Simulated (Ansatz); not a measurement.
# Al3B2Sb: the cost of one run

Computed with Ansatz 0.2.0 (DFT PBE, scalar-relativistic, plane waves, PAW, unless a step's input says otherwise).

## Step 1: The system as given

It takes space group P-62m (No. 189, hexagonal). The conventional cell has a = 4.658 Å, b = 4.658 Å, c = 5.118 Å, α = 90.00°, β = 90.00°, γ = 120.00°. Al (site symmetry m2m) is surrounded by 2 Al at 2.02 Å. Around B (site symmetry -6) lie 3 B at 2.69 Å and 3 Sb at 2.69 Å. Around Sb (site symmetry -62m) lie 6 B at 2.69 Å and 6 Al at 2.81 Å.

Coordinates:

```xyz
6
Lattice="4.6584 0.0000 0.0000 -2.3292 4.0343 0.0000 0.0000 0.0000 5.1182" Properties=species:S:1:pos:R:3 pbc="T T T"
Al    1.1636    0.0000    0.0000
Al   -0.5818    1.0077    0.0000
Al    1.7474    3.0265    0.0000
B     0.0000    2.6895    2.5591
B     2.3292    1.3448    2.5591
Sb    0.0000    0.0000    2.5591
```

A structure generator made this guess: random cell by space group and Wyckoff sites (P-62m, No. 189). The dimensions are guesses.

## Step 2: The guess as it stands, on a coarse mesh

input.yaml

```yaml
crystal:
  lattice:
    - [4.65836818, 0.0, 0.0]
    - [-2.32918409, 4.03426518, 0.0]
    - [0.0, 0.0, 5.11823441]
  atoms:
    - { symbol: Al, position: [0.24979499, 0.0, 0.0] }
    - { symbol: Al, position: [0.0, 0.24979499, 0.0] }
    - { symbol: Al, position: [0.75020501, 0.75020501, 0.0] }
    - { symbol: B, position: [0.33333333, 0.66666667, 0.5] }
    - { symbol: B, position: [0.66666667, 0.33333333, 0.5] }
    - { symbol: Sb, position: [0.0, 0.0, 0.5] }
basis:
  ecutwfc: 420
kpoints:
  mp_grid: { grid: [6, 6, 4] }
hamiltonian:
  xc: pbe
scf:
  occupations: { method: gaussian, width: 0.1 }
  lower_state_search: "off"
output:
  forces: true
  stress: true
  eigenvalues: true
```

On the command line:

```sh
> ansatz run input.yaml --threads 1 --pin off --max-ram 2560MiB --backend cpu --events-out ev --progress --plain --runs-dir out
```

Q: Estimate wall time and peak memory on 1 thread of Intel Xeon at 2.70GHz, shared host.

About 3.9 s, with a peak of 0.35 GiB.
